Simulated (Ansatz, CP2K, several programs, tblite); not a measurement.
Energy against volume for an ordered 8-atom cell of AlGa3P4 on the zincblende lattice (Amm2), at fixed shape and fractional coordinates, computed by several methods (PBE and r2SCAN, where shown, with plane waves in Ansatz); the cell shown is that of r2SCAN. With free coordinates or axes held, a curve is too stiff, and on another method's shape its minimum isn't the method's own volume. The symmetry is Amm2 (No. 38, orthorhombic); a = 3.862 Å, b = 7.721 Å, c = 10.910 Å in the conventional setting, 20.33 Å³ an atom. Around Al lie 4 P at 2.36 Å; around Ga lie 4 P at 2.36 Å; around P lie 2 Al at 2.36 Å and 2 Ga at 2.36 Å; around P lie 3 Ga at 2.36 Å and 1 Al at 2.36 Å; around P lie 4 Ga at 2.36 Å. The calculation is spin-unpolarised, and the structure need not be a phase that has been made. Energies count from each curve's lowest point; fits are third-order Birch-Murnaghan.

```xyz
8
Lattice="3.8623 0.0000 0.0000 0.0000 3.8603 5.4551 0.0000 -3.8603 5.4551" Properties=species:S:1:pos:R:3 pbc="T T T"
Al    0.0000    0.0000    0.0032
Ga    1.9312   -1.9288    2.7277
Ga    1.9312    1.9288    2.7277
Ga    0.0000    0.0000    5.4530
P     1.9312    0.0000    1.3633
P     0.0000   -1.9309    4.0912
P     0.0000    1.9309    4.0912
P     1.9312    0.0000    6.8182
```

PBE, on the shape of its own relaxed cell:

| V (Å³/atom) | E (meV/atom) |
| --- | --- |
| 19.625 | 20.54 |
| 20.252 | 4.85 |
| 20.878 | 0.00 |
| 21.504 | 4.36 |
| 22.131 | 16.55 |

V₀ = 20.88 Å³ an atom and B₀ = 78 GPa.

GFN1-xTB (tblite), on the shape of the cell shown, as a cluster of 96 atoms at the zone centre:

| V (Å³/atom) | E (meV/atom) |
| --- | --- |
| 17.893 | 282.99 |
| 19.113 | 129.56 |
| 20.333 | 46.24 |
| 21.553 | 10.87 |
| 22.773 | 0.00 |

The lowest point is an end point, so the minimum isn't bracketed.

PBE/SZV (CP2K), on the shape of the cell shown:
```csv
V (Å³/atom),E (meV/atom)
17.893,248.80
19.113,105.46
20.333,27.86
21.553,0.00
22.773,7.19
```
V₀ = 21.86 Å³ an atom and B₀ = 78 GPa.

light PBE (260 eV, its own mesh), on the shape of the cell shown:
```
V (Å³/atom)  E (meV/atom)
     18.707         84.15
     19.520         39.58
     20.333          0.00
     21.147          0.84
     21.960         16.80
     22.773         46.24
```
The points scatter about a smooth fit, as a low cutoff and a light mesh can make them, so no fit is quoted.

PBE/DZVP (CP2K), on the shape of the cell shown:

| V (Å³/atom) | E (meV/atom) |
| --- | --- |
| 17.893 | 142.65 |
| 19.113 | 43.37 |
| 20.333 | 0.48 |
| 21.553 | 0.00 |
| 22.773 | 28.71 |

V₀ = 20.96 Å³ an atom and B₀ = 78 GPa.
